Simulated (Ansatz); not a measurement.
Here is an Ansatz 0.2.0 calculation.

The input input.yaml:

```yaml
crystal:
  lattice:
    - [3.7029743866, 0.0, 0.0]
    - [-1.8514871933, 3.2068698884, 0.0]
    - [0.0, 0.0, 3.694211]
  atoms:
    - { symbol: Te, position: [0.6666666667, 0.3333333333, 0.0] }
    - { symbol: Nb, position: [0.0, 0.0, 0.5] }
hamiltonian:
  xc: pbe
  pseudopotentials: { kind: paw }
kpoints:
  mp_grid: { grid: [8, 8, 7] }
scf:
  occupations: { method: gaussian, width: 0.027 }
output:
  forces: true
  stress: true
  eigenvalues: true
```

Potentials or basis: Ansatz PAW.

Launch:

```bash
$ ansatz run input.yaml --threads 2 --pin off --max-ram 5632MiB --backend cpu --events-out ev --progress --plain --runs-dir out
```

Question: Predict the band gap on the k mesh.

Answer: None (metal or under the smearing width).

Question: What does it give for the pressure?

Answer: -0.6 GPa.

Stress tensor (GPa, compression positive):
```
-1.01  0.00  0.00
 0.00 -1.01  0.00
 0.00  0.00  0.14
```

The run has no spin-orbit coupling, so splittings on Te are missing.
